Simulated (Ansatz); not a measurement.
# B4PbO2: energies up the ladder

Aim: energies up the ladder, for B4PbO2, with the cost of each level.

Program: Ansatz 0.2.0. Level of theory: the levels named in each step. These are calculated values, not measurements.

## Step 1: The starting structure

Bond lengths: O1–B2 1.218 Å, B2–B3 1.605 Å, B3–B4 1.605 Å, B4–O5 1.218 Å, B3–B6 1.538 Å, B6–Pb7 2.194 Å. Angles: O1–B2–B3 179.2°, B2–B3–B4 117.8°, B2–B3–B6 121.1°, B4–B3–B6 121.1°, B3–B4–O5 179.2°, B3–B6–Pb7 180.0°.

Coordinates:

```xyz
7

O    -4.4981   -0.7501   -1.0951
B    -3.5373   -0.0123   -0.9645
B    -2.2591    0.9413   -0.7853
B    -2.4377    2.5019   -1.1138
O    -2.5565    3.6896   -1.3586
B    -0.9071    0.3779   -0.3152
Pb    1.0217   -0.4258    0.3553
```

## Step 2: A rough first relaxation, PBE-D4/def2-SVPD

File input.yaml:

```yaml
crystal:
  periodic: [false, false, false]
  atoms:
    - { symbol: O, position_ang: [-4.49808, -0.75011, -1.0951] }
    - { symbol: B, position_ang: [-3.53727, -0.01231, -0.96448] }
    - { symbol: B, position_ang: [-2.25914, 0.94125, -0.78535] }
    - { symbol: B, position_ang: [-2.43774, 2.50194, -1.11375] }
    - { symbol: O, position_ang: [-2.55653, 3.68957, -1.35864] }
    - { symbol: B, position_ang: [-0.90705, 0.37785, -0.31524] }
    - { symbol: Pb, position_ang: [1.02167, -0.42575, 0.35535] }
basis:
  gaussian: { orbitals: def2-SVPD }
hamiltonian:
  xc: pbe
  dispersion: d4
relax:
  f_tol: 0.03
  max_steps: 200
```

The run is started by

```sh
> ansatz run input.yaml --threads 4 --pin off --max-ram 10240MiB --backend cpu --events-out ev --progress --plain --runs-dir out
```

After this run come: Relaxation, PBE0-D4/def2-TZVPPD; Frequencies, PBE0-D4/def2-TZVPPD; Single point, PBE-D4/def2-TZVPPD; Single point, r2SCAN-D4/def2-TZVPPD; Single point, B3LYP-D4/def2-TZVPPD; Single point, wB97M-V/def2-TZVPPD; Single point, B2PLYP/def2-TZVPPD; Single point, LDA/def2-TZVPPD; Single point, PBE0-D4/def2-SVPD; Single point, PBE-D4/def2-SVPD.

Q: Predict the outcome of this session. Wanted: O1–B2 at PBE0-D4/def2-TZVPPD; B2–B3 at PBE0-D4/def2-TZVPPD; B3–B4 at PBE0-D4/def2-TZVPPD; frequencies at PBE0-D4/def2-TZVPPD; energy at PBE-D4/def2-SVPD.

The runs gave:

```
                          quantity            value
      O1–B2 at PBE0-D4/def2-TZVPPD          1.206 Å
      B2–B3 at PBE0-D4/def2-TZVPPD          1.631 Å
      B3–B4 at PBE0-D4/def2-TZVPPD          1.738 Å
frequencies at PBE0-D4/def2-TZVPPD  41 to 2018 cm⁻¹
        energy at PBE-D4/def2-SVPD    -12036.463 eV
```

What this shows: No mode is imaginary, so the geometry is a minimum. These totals serve in differences with atoms or fragments at the same level; alone they don't rank the methods. Heavy atoms carry effective core potentials in def2 sets, and spin-orbit coupling is left out.
